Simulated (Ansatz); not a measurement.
# As3Pb: the cost of one run

Method: DFT PBE, scalar-relativistic, plane waves, PAW, in Ansatz 0.2.0.

## 1. The system as given

Symmetry: I4/mmm, No. 139, tetragonal system. Conventional cell: a = 4.377 Å, b = 4.377 Å, c = 9.777 Å, α = 90.00°, β = 90.00°, γ = 90.00°. As (site symmetry 4/mmm) is surrounded by 4 Pb at 3.09 Å. As (site symmetry -4m2) is surrounded by 8 As at 3.09 to 3.28 Å and 4 Pb at 3.28 Å. Pb (site symmetry 4/mmm) has 12 As at 3.09 to 3.28 Å as nearest neighbours.

Structure file:

```
As Pb
1.0
    -2.18839    2.18839    4.88836
     2.18839   -2.18839    4.88836
     2.18839    2.18839   -4.88836
As Pb
3 1
Direct
  0.50000 0.50000 0.00000
  0.25000 0.75000 0.50000
  0.75000 0.25000 0.50000
  0.00000 0.00000 0.00000
```

This is candidate A: TiAl3 (D0_22) type (I4/mmm, No. 139).

(A quick probe on a coarse mesh, which set the mesh and smearing, is not shown.)

## 3. The relaxation (candidate A)

input.yaml reads:

```yaml
crystal:
  lattice:
    - [-2.1883937135, 2.1883937135, 4.8883599835]
    - [2.1883937135, -2.1883937135, 4.8883599835]
    - [2.1883937135, 2.1883937135, -4.8883599835]
  atoms:
    - { symbol: As, position: [0.5, 0.5, 0.0] }
    - { symbol: As, position: [0.25, 0.75, 0.5] }
    - { symbol: As, position: [0.75, 0.25, 0.5] }
    - { symbol: Pb, position: [0.0, 0.0, 0.0] }
basis:
  ecutwfc: 420
kpoints:
  mp_grid: { grid: [16, 16, 16] }
hamiltonian:
  xc: pbe
scf:
  occupations: { method: gaussian, width: 0.1 }
output:
  forces: true
  stress: true
  eigenvalues: true
relax:
  adjacent_minimum: "off"
  f_tol: 0.01
  max_steps: 80
  cell: { stress_tol: 0.05 }
```

Command:

```
$ ansatz run input.yaml --threads 1 --pin off --max-ram 2560MiB --backend cpu --events-out ev --progress --plain --runs-dir out
```

What time and memory should one allow on 1 thread of Intel Xeon at 2.60GHz (Ice Lake), shared host?

About 5.5 min, with a peak of 1.1 GiB.
